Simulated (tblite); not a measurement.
# C6H11BOS: the cost of one run

Programs: tblite 0.8.0 and PySCF 2.14.0, with density-fitted response routines of our own. Each step states its level of theory. These are calculated values for one molecule in the gas phase, unless marked as measured. Atoms are numbered from 0 throughout.

### 1 The starting structure

20 atoms, charge 0, multiplicity 1; geometry from: force field or distance geometry start.

Bonds of the start (Å): C0–C1 1.20, C1–C2 1.48, C2–B3 1.58, B3–C4 1.61, B3–C5 1.59, C5–S6 1.81, S6–C7 1.81, S6–O8 1.53, C0–H9 1.06, C2–H10 1.11, C2–H11 1.12, C4–H12 1.11, C4–H13 1.11, C4–H14 1.10, C5–H15 1.10, C5–H16 1.12, C7–H17 1.10, C7–H18 1.11, C7–H19 1.11.

### 2 Relaxing the molecule with GFN2-xTB

What the job is given:

```
{"job": {"kind": "relax", "xc": "GFN2-xTB", "basis": "xTB"}, "charge": 0, "multiplicity": 1}
C     -1.809300     2.155800    -1.485200
C     -1.635500     0.975400    -1.406500
C     -1.391900    -0.475800    -1.287100
B     -0.652600    -0.797500     0.069800
C     -1.378500    -0.551400     1.480400
C      0.822100    -1.401000     0.057000
S      1.969500    -0.211200    -0.686000
C      2.119500     1.116700     0.535400
O      3.321000    -0.922300    -0.598100
H     -1.986000     3.200200    -1.556100
H     -0.787100    -0.805300    -2.153200
H     -2.377100    -1.009100    -1.317600
H     -2.401800    -0.141600     1.319200
H     -0.782300     0.176500     2.064800
H     -1.456000    -1.497100     2.032700
H      0.830600    -2.336500    -0.521900
H      1.157900    -1.628400     1.097500
H      2.912100     1.808100     0.217800
H      2.363200     0.691700     1.531900
H      1.157000     1.663500     0.602200
```

The run is started by

```console
$ OMP_NUM_THREADS=1 python probes_run.py task.json out
```

The driver reads the jobs from task.json and runs them one after another.

Q: Estimate the wall time and peak memory of this first job on 1 thread of Arm Neoverse N1, shared host.

About 1.4 s, with a peak of 0.18 GiB.
